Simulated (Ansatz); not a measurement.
**BrGeH4OP: a ladder of functionals and wavefunction methods**

The task here is to estimate one member of a computed series from the others.

Program: Ansatz 0.2.0, Gaussian basis. Level of theory: functionals in def2-TZVPP, the program's frozen cores in correlated methods. These are calculated values, not measurements.

Plan: LDA (SPW92), PBE-D4, revPBE-D4, BLYP-D4, r2SCAN-D4, B97M-V, PBE0-D4, B3LYP-D4, r2SCANh-D4, r2SCAN0-D4, HSE06-D4, BHLYP-D4, CAM-B3LYP-D4, LC-ωPBE, ωB97X-V, ωB97M-V, B2PLYP, PBE-QIDH; CCSD(T)/def2-SVP; CCSD(T)/def2-TZVPP; MP2/def2-QZVPP; extrapolation to the limit; RPA on PBE.

### The relaxed structure

All runs share one geometry, relaxed beforehand with PBE0-D4 in a triple-zeta def2 set.

SMILES `[OH][GeH]([PH2])[Br]`, 8 atoms, charge 0, spin multiplicity 1.

Atoms are counted from 1 here; the program's logs count them from 0.

Bond lengths: O1–Ge2 1.770 Å, O1–H5 0.961 Å, Ge2–P3 2.301 Å, Ge2–Br4 2.318 Å, Ge2–H6 1.540 Å, P3–H7 1.423 Å, P3–H8 1.421 Å. Angles: Ge2–O1–H5 113.2°, O1–Ge2–P3 104.8°, O1–Ge2–Br4 109.1°, O1–Ge2–H6 110.2°, P3–Ge2–Br4 108.1°, P3–Ge2–H6 119.1°, Br4–Ge2–H6 105.3°, Ge2–P3–H7 92.2°, Ge2–P3–H8 91.4°, H7–P3–H8 92.9°.

The first run:

in.yaml reads:

```yaml
crystal:
  periodic: [false, false, false]
  atoms:
    - {symbol: O, position_ang: [0.180539, 1.478755, -1.124033]}
    - {symbol: Ge, position_ang: [-0.386027, 0.249606, 0.017071]}
    - {symbol: P, position_ang: [1.167416, -1.441457, -0.124243]}
    - {symbol: Br, position_ang: [-2.422881, -0.582090, -0.714081]}
    - {symbol: H, position_ang: [-0.407604, 2.235855, -1.186831]}
    - {symbol: H, position_ang: [-0.676129, 0.888963, 1.388004]}
    - {symbol: H, position_ang: [2.074111, -0.752448, 0.728611]}
    - {symbol: H, position_ang: [0.562875, -2.134385, 0.959600]}
basis:
  gaussian: {orbitals: def2-TZVPP}
hamiltonian: {xc: lda}
output: {orbitals: {seedname: orbitals}}
```

Run with:

```console
> ansatz run in.yaml --threads 4 --pin off --events-out ev --progress --plain --max-ram 10444MiB
```

Steps of the session up to this table: LDA; PBE-D4 (GGA); revPBE-D4 (GGA); BLYP-D4 (GGA); r2SCAN-D4 (meta-GGA); B97M-V (meta-GGA); B3LYP-D4 (hybrid); r2SCANh-D4 (hybrid); r2SCAN0-D4 (hybrid); HSE06-D4 (hybrid); BHLYP-D4 (hybrid); CAM-B3LYP-D4 (range-separated); LC-ωPBE (range-separated); ωB97X-V (range-separated); ωB97M-V (range-separated); B2PLYP (double hybrid); PBE-QIDH (double hybrid).

One of the session's tables, all rows but one given; the rest of the session is left out.

It belongs to the step «Orbital energies across the functionals». 

| functional | HOMO (eV) | gap (eV) |
| --- | --- | --- |
| LDA (SPW92) | -6.89 | 5.04 |
| PBE-D4 | -6.78 | 5.17 |
| revPBE-D4 | -6.73 | 5.22 |
| BLYP-D4 | -6.62 | 5.08 |
| r2SCAN-D4 | -7.07 | 5.70 |
| B97M-V | -7.16 | 5.82 |
| PBE0-D4 | -7.94 | 7.23 |
| B3LYP-D4 | -7.71 | 6.72 |
| r2SCANh-D4 | ? | ? |
| r2SCAN0-D4 | -8.13 | 7.54 |
| HSE06-D4 | -7.55 | 6.46 |
| BHLYP-D4 | -8.95 | 9.17 |
| CAM-B3LYP-D4 | -9.20 | 9.48 |
| LC-ωPBE | -10.54 | 11.99 |
| ωB97X-V | -10.20 | 11.56 |
| ωB97M-V | -10.03 | 11.19 |

**Question.** Estimate the row for r2SCANh-D4.

Worked estimate for «HOMO (eV)». Against the share of exact exchange, r2SCAN-D4 (0, -7.07), r2SCAN0-D4 (0.25, -8.13) give a slope of -4.24 per unit share; at 0.1 the line stands at -7.49.

The run gave: HOMO (eV): -7.49; gap (eV): 6.44. In «HOMO (eV)» the line misses by 0.00.
